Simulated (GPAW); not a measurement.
NbSi:

```
CELL_PARAMETERS angstrom
0.00000 2.57383 2.57383
2.57383 0.00000 2.57383
2.57383 2.57383 0.00000
ATOMIC_POSITIONS crystal
Nb 0.00000 0.00000 0.00000
Si 0.50000 0.50000 0.50000
```

The cell was built by a generator and needn't be a form met in nature.

| Item | Value |
| --- | --- |
| Program | GPAW 26.7.0 |
| Task | relaxation of cell and atoms |
| Functional | SCAN |
| Potentials or basis | GPAW PAW data sets (gpaw-data 1.2.1) |
| Cutoff | 600 eV |
| Basis | pw |
| k mesh | 8 × 8 × 8 |
| Occupations | fermi-dirac, width 0.05 eV |
| Spin | no spin polarisation |

At the start: pressure -2.5 GPa; volume 17.05 Å³/atom.

**Question.** How do energy, volume and symmetry change on relaxing?

**Answer.** Over 3 steps the energy falls by 2.1 meV/atom and the volume is 16.77 Å³/atom (-1.6 %); space group Fm-3m (No. 225, to 0.05 Å).

The path:
| step | energy change (eV) | largest force (eV/Å) | pressure (GPa) | volume (Å³) |
| --- | --- | --- | --- | --- |
| 1 | 0.0000 | 0.0000 | -2.46 | 34.10 |
| 2 | -0.0024 | 0.0000 | -1.64 | 33.91 |
| 3 | -0.0043 | 0.0000 | 0.02 | 33.54 |

Final structure:
```
Nb Si
1.0
     0.00000    2.55964    2.55964
     2.55964    0.00000    2.55964
     2.55964    2.55964    0.00000
Nb Si
1 1
Direct
  0.00000 0.00000 0.00000
  0.50000 0.50000 0.50000
```

Caveat: later steps reuse the first step's grids; the PAW data sets were made with another functional, which shifts forces and pressure a little.
